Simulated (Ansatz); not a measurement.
NbTe:

```
Te Nb
1.0
     3.70297    0.00000    0.00000
    -1.85149    3.20687    0.00000
     0.00000    0.00000    3.69421
Te Nb
1 1
Direct
  0.66667 0.33333 0.00000
  0.00000 0.00000 0.50000
```

The cell comes from a database or a generator and needn't be the stable form of this composition.

A run of Ansatz 0.2.0 on this cell left the log below. Logs are shortened: lines on timing, memory, paths and dates and some standing lists are left out, and cuts for length are marked.

```text
Warning: RAYON_NUM_THREADS=2 ignored (pool sized by the plan → 2); use --threads N
scf.n_extra_bands = 6 over 15 filled bands (N_el = 29.0): the run solves 21 bands
Engine: ansatz 0.2.0, x86_64-unknown-linux-gnu
Pseudopotentials: kind: paw
Pseudopotential: Te, paw, valence charge 16, recommended cutoff 420 eV (normal), Te.paw.azcp
Pseudopotential: Nb, paw, valence charge 13, recommended cutoff 420 eV (normal), Nb.paw.azcp
Functional definition: PBEsol
  exchange = pbesol_x
  correlation = pbesol_c
Crystal: 2 atoms, lattice volume = 43.869 Å³
Basis set: ecut = 420 eV, 865 PW (Γ), exchange–correlation on 50×50×50 points (8 copies of the dense FFT grid, shifted against one another)
Bands: 21, of which v1, the nominal top of the filled ones, is band 15 counted from 1 (14 counted from 0)
Symmetry: 12 space group operations
Space group: P-6m2 (ITA 187), of the structure as read, at distance tolerance 3.5e-5 Å
k-points: 40 of 384 (time reversal used)
Non-local potential: Te, projectors of the file, l = 0: 2, l = 1: 2, l = 2: 2, l = 3: 2
Non-local potential: Nb, projectors of the file, l = 0: 3, l = 1: 2, l = 2: 2, l = 3: 1
PAW form: soft (Blöchl's): semilocal exchange-correlation on the pseudo side does not see the compensation charge
PAW frozen core: Te, regenerated for the run's functional, and the local potential with it (the file was generated under x = pbe(κ = 0.804, μ = 0.2195149727645171), c = pbe(β = 0.06672455060314922))
PAW frozen core: Nb, regenerated for the run's functional, and the local potential with it (the file was generated under x = pbe(κ = 0.804, μ = 0.2195149727645171), c = pbe(β = 0.06672455060314922))
PAW one-centre angular grid: Te, 590 points (default); XC on 64 Gauss nodes
PAW one-centre angular grid: Nb, 590 points (default); XC on 64 Gauss nodes
Initial density: superposition of atomic densities (neutral atoms: chi_scale 0, normalization atom), corrected by the library's trained network
Initial wavefunctions: pseudopotential atomic-orbital guess
Functional: x = pbesol(κ = 0.804, μ = 0.12345679012345678), c = pbesol(β = 0.046)
SCF iter   1: F=—  HF=-11397.365221 eV  |F-HF|=—  |Δ(HF+E_count)|=         —  Δρ=7.63e-3  dr2=1.15e-2  ethr=1.77e-3  ⟨swp⟩=6.0  Hψ=4397  notcnv=0  defer=1
preconditioner: auto → none  [insulator: Δε(μ)=0.118 eV  Ē_g=9.050 eV  σ=0.050 eV  W_gap=0.53  n_scr=8 (ndim 8)  ℏωp=18.6 eV  f_vac=0.000  D(μ)=0.74/eV (n_scr^D=2)  ε∞_Penn≈5.2]
SCF iter   2: F=—  HF=-11397.363474 eV  |F-HF|=—  |Δ(HF+E_count)|=   1.75e-3  Δρ=3.65e-3  dr2=2.09e-3  ethr=3.95e-5  ⟨swp⟩=1.2  Hψ=1174  notcnv=0  defer=1
SCF iter   3: F=—  HF=-11397.363608 eV  |F-HF|=—  |Δ(HF+E_count)|=   1.33e-4  Δρ=4.03e-4  dr2=3.49e-5  ethr=7.20e-6  ⟨swp⟩=2.0  Hψ=1352  notcnv=0  defer=1
SCF iter   4: F=—  HF=-11397.363591 eV  |F-HF|=—  |Δ(HF+E_count)|=   1.66e-5  Δρ=7.94e-5  dr2=2.44e-6  ethr=1.20e-7  ⟨swp⟩=2.0  Hψ=1355  notcnv=0  defer=1
iter 5 did not close the SCF: its close was put off for the readings that it lacked (scf_convergence_deferred on its scf_iter line)
SCF iter   5: F=-11397.363591 eV  HF=-11397.363591 eV  |F-HF|=3.60e-8  |Δ(HF+E_count)|=   4.46e-7  Δρ=1.64e-5  dr2=8.58e-8  ethr=8.43e-9  ⟨swp⟩=3.0  Hψ=1473  notcnv=0  defer=1
SCF iter   6: F=-11397.363591 eV  HF=-11397.363591 eV  |F-HF|=2.57e-9  |Δ(HF+E_count)|=  2.91e-10  Δρ=2.92e-6  dr2=2.47e-9  ethr=2.96e-10  ⟨swp⟩=9.4  Hψ=5509  notcnv=0
SCF 1 converged in 6 iterations: F = -11397.363591 eV  dr2 = 2.47e-9
  greatest PAW one-centre occupation: 0.998 electrons in one spin orbital (limit 2), on the Te atom at site 0 (counted from 0), in its partial waves of l = 2
NSCF: frozen V_eff on 95 k-points
SCF converged after 6 iterations
Free energy (F): -11397.363591 eV
Harris-Foulkes:  -11397.363591 eV  (|F-HF|=2.57e-9)
Internal energy: -11397.356265 eV  (E = F + TS)
E sigma→0 (E₀):  -11397.359928 eV
Entropy (-TS):   -0.007326 eV (-3.663 meV/atom)
Fermi energy:    15.761372 eV
--- Per-component energies (eV) ---
  E_band       = -282.040527
  E_kinetic    = 575.770119
  E_local      = -1735.206275  (includes V_loc(G=0)·N_el)
  E_nonlocal   = -184.145132
  E_hartree    = 934.727942
  E_xc         = -297.712583
  E_vxc        = -316.694822  (∫ρ·V_xc dr)
  E_paw        = -7604.247228  (= ΣΔE_a)
  E_vpaw       = -491.217962  (= ΣTr[D̂ρ^β])
  E_aug_tail   = -0.000176  (compensation charges beyond the density's cutoff)
  E_ewald      = -3087.106456
  E_core_change = 0.563524  (= ΣΔE_core)
  E_smearing   = -0.007326  (= −TS)
  E_closure    = 0.000000  (closes the sum)
  Σ components = -11397.363591   (vs F -11397.363591, Δ=0.00e0)
--- Forces (eV/Å), atoms counted from 1 ---
  atom   1  Te    -0.00000000     0.00000000     0.00000000
  atom   2  Nb    -0.00000000     0.00000000     0.00000000
  max |Σ_I F_I| component: 6.48e-17 eV/Å
--- Stress (GPa, compression-positive) ---
       -5.311691       0.000000       0.000000
        0.000000      -5.311691       0.000000
        0.000000       0.000000      -5.248481
  P = ⅓ Tr σ = -5.2906 GPa (-52.906 kbar)
--- Band table (eV; the first three rows and the last of 40) ---
  k-point 0: bands = ["-39.7436", "-22.2564", "-22.2564", "-22.2471", "-22.2471", "-22.2466", "-15.9641", "-15.7688", "-15.7688", "1.4686", "12.5902", "12.5902", "12.7336", "13.3948", "15.8814", "15.8814", "18.1821", "18.1821", "18.5364", "21.6615", "22.8540"]
  k-point 1: bands = ["-39.7423", "-22.2560", "-22.2560", "-22.2487", "-22.2487", "-22.2435", "-15.9929", "-15.7659", "-15.7659", "1.7389", "11.0894", "12.7450", "12.7450", "14.3519", "15.3314", "15.3314", "18.4469", "18.4469", "19.2267", "22.8840", "22.9247"]
  k-point 2: bands = ["-39.7397", "-22.2551", "-22.2551", "-22.2518", "-22.2518", "-22.2371", "-16.0500", "-15.7601", "-15.7601", "2.3909", "9.1010", "13.0358", "13.0358", "14.7957", "14.7957", "15.5905", "17.9267", "17.9267", "20.2217", "23.4390", "24.3914"]
  k-point 39: bands = ["-39.7297", "-22.2606", "-22.2528", "-22.2506", "-22.2454", "-22.2270", "-16.0305", "-15.8632", "-15.8165", "3.6015", "9.5483", "9.9527", "11.3044", "14.5453", "16.9109", "17.4143", "17.9485", "18.0447", "19.5648", "19.7195", "23.2785"]
```

Question: What input gives this log?

Answer: Density of states with PBEsol, no spin polarisation. The files as run (others can give the same):

input.yaml
```yaml
crystal:
  lattice:
    - [3.7029743866, 0.0, 0.0]
    - [-1.8514871933, 3.2068698884, 0.0]
    - [0.0, 0.0, 3.694211]
  atoms:
    - { symbol: Te, position: [0.6666666667, 0.3333333333, 0.0] }
    - { symbol: Nb, position: [0.0, 0.0, 0.5] }
hamiltonian:
  xc: pbesol
  pseudopotentials: { kind: paw }
kpoints:
  mp_grid: { grid: [8, 8, 6] }
scf:
  occupations: { method: fermi_dirac, width: 0.05 }
  n_extra_bands: 6
output:
  forces: true
  stress: true
  eigenvalues: true
  dos: { projected: false, de: 0.05, nscf_kmesh: { grid: [12, 12, 9] } }
  write_density: true
  write_potential: true
  elf: true
  volumetric_format: npy
```

Potentials or basis: Ansatz PAW.
Launch:
```sh
$ ansatz run input.yaml --threads 2 --pin off --max-ram 5632MiB --backend cpu --events-out ev --progress --plain --runs-dir out
```

Caveat: the PAW data sets come from PBE, with cores solved anew for the run's functional, which leaves a small shift of forces and pressure.
